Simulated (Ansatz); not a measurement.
# Ag+ with NH3: superposition error and deformation

One table from this session's results is given with a row withheld; the runs are named, their logs left out.

The runs use Ansatz 0.2.0, Gaussian basis; PBE0-D4 structures, single points in def2-TZVPPD.

Levels: PBE-D4, revPBE-D4, BLYP-D4, r2SCAN-D4, B97M-V, PBE0-D4, B3LYP-D4, HSE06-D4, wB97X-V, wB97M-V, B2PLYP, Hartree-Fock, MP2, CCSD, CCSD(T).

Correlated methods freeze the cores. Filled d shells of the heavier atoms are correlated. Core potentials replace the inner electrons past krypton, and spin-orbit coupling is left out. B3LYP uses VWN-RPA correlation. B2PLYP carries no dispersion term here.

129 further runs of the same task are left out: 129 set aside as unsound or not needed.

### Starting geometry

The relaxed pair: 5 atoms, charge 1, spin multiplicity 1.

Atoms are counted from 1 here; the program's logs count them from 0.

Bond lengths: Ag1–N2 2.182 Å, N2–H3 1.016 Å, N2–H4 1.016 Å, N2–H5 1.016 Å. Angles: Ag1–N2–H3 111.7°, Ag1–N2–H4 111.7°, Ag1–N2–H5 111.7°, H3–N2–H4 107.1°, H3–N2–H5 107.1°, H4–N2–H5 107.1°.

Geometry (Å):

```xyz
5
charge 1, multiplicity 1
Ag    0.0256    0.0668   -1.9700
N    -0.0027   -0.0071    0.2107
H    -0.9417   -0.1567    0.5697
H     0.5783   -0.7601    0.5690
H     0.3405    0.8572    0.6207
```

Atoms 1 to 1 are fragment A (Ag+), the rest fragment B (NH3). From earlier runs, pair energy (eV) and counterpoise interaction (kcal/mol):

| method | E(pair) | interaction |
| --- | --- | --- |
| PBE-D4 | -5531.69628 | -52.12 |
| revPBE-D4 | -5534.63198 | -48.58 |
| BLYP-D4 | -5531.91747 | -51.03 |
| r2SCAN-D4 | -5533.69116 | -51.34 |
| B97M-V | -5532.73836 | -48.17 |
| PBE0-D4 | -5531.48799 | -47.80 |
| B3LYP-D4 | -5534.94451 | -48.17 |
| HSE06-D4 | -5531.38024 | -47.75 |
| wB97X-V | -5532.17456 | -45.55 |
| wB97M-V | -5530.87350 | -45.10 |
| B2PLYP | -5529.85914 | -45.66 |
| MP2 | -5524.73316 | -44.70 |
| CCSD(T) | -5524.93856 | -42.82 |

First each fragment is run alone in its own basis, frozen in the shape it has in the pair (a, b).

Set-up of the first run:

File a/in.yaml:

```yaml
crystal:
  periodic: [false, false, false]
  atoms:
    - {symbol: Ag, position_ang: [0.025603, 0.066775, -1.969971]}
basis:
  gaussian: {orbitals: "def2-TZVPPD.json"}
total_charge: 1
hamiltonian: {xc: {name: wB97X-V}}
```

File b/in.yaml:

```yaml
crystal:
  periodic: [false, false, false]
  atoms:
    - {symbol: N, position_ang: [-0.002738, -0.007121, 0.210743]}
    - {symbol: H, position_ang: [-0.941723, -0.156672, 0.569664]}
    - {symbol: H, position_ang: [0.578333, -0.760053, 0.568977]}
    - {symbol: H, position_ang: [0.340524, 0.857171, 0.620686]}
basis:
  gaussian: {orbitals: "def2-TZVPPD.json"}
hamiltonian: {xc: {name: wB97X-V}}
```

The basis file named in the input lies beside it (Basis Set Exchange, JSON).

One command serves all of them, each in its own folder.

Command:

```sh
$ ansatz run in.yaml --threads 2 --pin off --events-out ev --progress --plain --max-ram 5222MiB
```

Steps of the session up to this table: wB97X-V/def2-TZVPPD; wB97M-V/def2-TZVPPD; B2PLYP/def2-TZVPPD; B97M-V/def2-TZVPPD; CCSD(T)/def2-TZVPPD; Relaxing NH3 alone; PBE-D4/def2-TZVPPD; r2SCAN-D4/def2-TZVPPD; PBE0-D4/def2-TZVPPD; B3LYP-D4/def2-TZVPPD; BLYP-D4/def2-TZVPPD; revPBE-D4/def2-TZVPPD; HSE06-D4/def2-TZVPPD.

One of the session's tables, all rows but one given; the rest of the session is left out.

| method | interaction with counterpoise (kcal/mol) |
| --- | --- |
| PBE-D4 | -52.12 |
| revPBE-D4 | -48.58 |
| BLYP-D4 | -51.03 |
| r2SCAN-D4 | -51.34 |
| B97M-V | -48.17 |
| PBE0-D4 | -47.80 |
| B3LYP-D4 | -48.17 |
| HSE06-D4 | -47.75 |
| wB97X-V | -45.55 |
| wB97M-V | -45.10 |
| B2PLYP | -45.66 |
| Hartree-Fock | -31.74 |
| MP2 | -44.70 |
| CCSD | ? |
| CCSD(T) | -42.82 |

**Question.** Estimate the row for CCSD.

As computed: interaction with counterpoise (kcal/mol): -41.40. In the column «interaction with counterpoise (kcal/mol)» it lies between CCSD(T) (-42.82) and Hartree-Fock (-31.74).
